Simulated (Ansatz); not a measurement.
# Ta2AlF3: the cost of one run

Method: DFT PBE, scalar-relativistic, plane waves, PAW, in Ansatz 0.2.0.

1 further run of the same task is left out (set aside as unsound or not needed).

### Step 1. The starting structure

The structure is hexagonal, space group P-62m (No. 189). The conventional cell has a = 6.457 Å, b = 6.457 Å, c = 2.596 Å, α = 90.00°, β = 90.00°, γ = 120.00°. Ta (site symmetry -6) has 3 F at 2.12 Å as nearest neighbours. Al (site symmetry -62m) is surrounded by 3 F at 2.21 Å. F (site symmetry m2m) is surrounded by 2 Ta at 2.12 Å and 1 Al at 2.21 Å.

As a file:

```
Ta Al F
1.0
     6.45653    0.00000    0.00000
    -3.22827    5.59152    0.00000
     0.00000    0.00000    2.59639
Ta Al F
2 1 3
Direct
  0.33333 0.66667 0.50000
  0.66667 0.33333 0.50000
  0.00000 0.00000 0.50000
  0.34219 0.00000 0.50000
  0.00000 0.34219 0.50000
  0.65781 0.65781 0.50000
```

It is the end of an earlier relaxation with the same method, from a generated guess; it needn't be the stable form of this composition. At a tolerance of 0.05 Å it has space group P-62m (No. 189); it has 15.62 Å³/atom, an uncorrected energy of -0.86 eV/atom over the elements.

### Step 2. Bands, states and charges

File input.yaml:

```yaml
crystal:
  lattice:
    - [6.456534824, 0.0, 0.0]
    - [-3.228267412, 5.5915231779, 0.0]
    - [0.0, 0.0, 2.5963865226]
  atoms:
    - { symbol: Ta, position: [0.3333333333, 0.6666666667, 0.5] }
    - { symbol: Ta, position: [0.6666666667, 0.3333333333, 0.5] }
    - { symbol: Al, position: [0.0, 0.0, 0.5] }
    - { symbol: F, position: [0.3421909661, 0.0, 0.5] }
    - { symbol: F, position: [0.0, 0.3421909661, 0.5] }
    - { symbol: F, position: [0.6578090339, 0.6578090339, 0.5] }
basis:
  ecutwfc: 420
kpoints:
  mp_grid: { grid: [6, 6, 14] }
  band_path:
    path:
      - [[0.0, 0.0, 0.0], [0.5, 0.0, 0.0], [0.33333333, 0.33333333, 0.0], [0.0, 0.0, 0.0], [0.0, 0.0, 0.5], [0.5, 0.0, 0.5], [0.33333333, 0.33333333, 0.5], [0.0, 0.0, 0.5]]
      - [[0.5, 0.0, 0.5], [0.5, 0.0, 0.0]]
      - [[0.33333333, 0.33333333, 0.5], [0.33333333, 0.33333333, 0.0]]
    npoints: 14
hamiltonian:
  xc: pbe
scf:
  occupations: { method: gaussian, width: 0.1 }
  n_extra_bands: 15
output:
  forces: true
  stress: true
  eigenvalues: true
  populations: true
  dos: { projected: true, de: 0.02, nscf_kmesh: { grid: [8, 8, 17] } }
  bader: true
  write_density: true
  write_potential: true
  elf: true
  volumetric_format: npy
```

Launch:

```
$ ansatz run input.yaml --threads 1 --pin off --max-ram 2560MiB --backend cpu --events-out ev --progress --plain --runs-dir out
```

What time and memory should one allow on 1 thread of Intel Xeon at 2.70GHz, shared host?

About 2.1 min, with a peak of 0.58 GiB.
